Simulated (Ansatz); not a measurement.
# C₂H₈GeSSi: small, medium and large basis sets

The task here is to estimate one member of a computed series from the others.

The runs use Ansatz 0.2.0, Gaussian basis; one geometry, several basis sets.

Plan: PBE0-D4/def2-SVP; ωB97M-V/def2-SVP; PBE0-D4/def2-QZVPP; ωB97M-V/def2-QZVPP; the functionals' def2-TZVPP values are taken from earlier runs.

## Structure used throughout

An earlier PBE0-D4 in a triple-zeta def2 set relaxation fixed the geometry.

13 atoms, charge 0, spin multiplicity 1.

Atoms are counted from 1 here; the program's logs count them from 0.

Bond lengths: C1–C2 1.329 Å, C1–H6 1.087 Å, C1–H7 1.086 Å, C2–Si3 1.860 Å, C2–H8 1.090 Å, Si3–S4 2.132 Å, Si3–H9 1.486 Å, Si3–H10 1.488 Å, S4–Ge5 2.229 Å, Ge5–H11 1.536 Å, Ge5–H12 1.536 Å, Ge5–H13 1.534 Å. Angles: C2–C1–H6 121.4°, C2–C1–H7 122.1°, H6–C1–H7 116.5°, C1–C2–Si3 124.1°, C1–C2–H8 118.4°, Si3–C2–H8 117.6°, C2–Si3–S4 112.2°, C2–Si3–H9 111.0°, C2–Si3–H10 109.0°, S4–Si3–H9 105.6°, S4–Si3–H10 110.4°, H9–Si3–H10 108.6°, Si3–S4–Ge5 98.5°, S4–Ge5–H11 110.0°, S4–Ge5–H12 109.0°, S4–Ge5–H13 106.4°, H11–Ge5–H12 110.2°, H11–Ge5–H13 110.0° and more.

Set-up of the first run:

in.yaml

```yaml
crystal:
  periodic: [false, false, false]
  atoms:
    - {symbol: C, position_ang: [-1.071235, -0.470971, 1.589287]}
    - {symbol: C, position_ang: [0.220193, -0.762486, 1.467718]}
    - {symbol: Si, position_ang: [1.054209, -1.144167, -0.150206]}
    - {symbol: S, position_ang: [-0.193806, -0.705145, -1.822123]}
    - {symbol: Ge, position_ang: [-0.298331, 1.508810, -1.583291]}
    - {symbol: H, position_ang: [-1.728589, -0.440305, 0.724674]}
    - {symbol: H, position_ang: [-1.526904, -0.257174, 2.551855]}
    - {symbol: H, position_ang: [0.833857, -0.780891, 2.368362]}
    - {symbol: H, position_ang: [1.372143, -2.591997, -0.258173]}
    - {symbol: H, position_ang: [2.323117, -0.372023, -0.233784]}
    - {symbol: H, position_ang: [-1.564849, 1.895245, -0.805293]}
    - {symbol: H, position_ang: [0.952563, 1.990591, -0.834126]}
    - {symbol: H, position_ang: [-0.352069, 2.095714, -3.000001]}
basis:
  gaussian: {orbitals: def2-SVP}
hamiltonian: {xc: pbe0, dispersion: d4}
output: {orbitals: {seedname: orbitals}}
```

Among the steps run: PBE0-D4 in def2-SVP; ωB97M-V in def2-SVP; PBE0-D4 in def2-QZVPP; ωB97M-V in def2-QZVPP.

One table of the session follows, with a row left open; its other results are not shown here.

It belongs to the step «Functionals by basis». 

```
functional       basis  HOMO (eV)
   PBE0-D4    def2-SVP      -7.27
   PBE0-D4  def2-TZVPP      -7.34
   PBE0-D4  def2-QZVPP      -7.35
   ωB97M-V    def2-SVP      -9.38
   ωB97M-V  def2-TZVPP          ?
   ωB97M-V  def2-QZVPP      -9.51
```

Q: Estimate the row for ωB97M-V, def2-TZVPP from the others.

The run gave: HOMO (eV): -9.50. In the column «HOMO (eV)» it lies between ωB97M-V, def2-QZVPP (-9.51) and ωB97M-V, def2-SVP (-9.38).
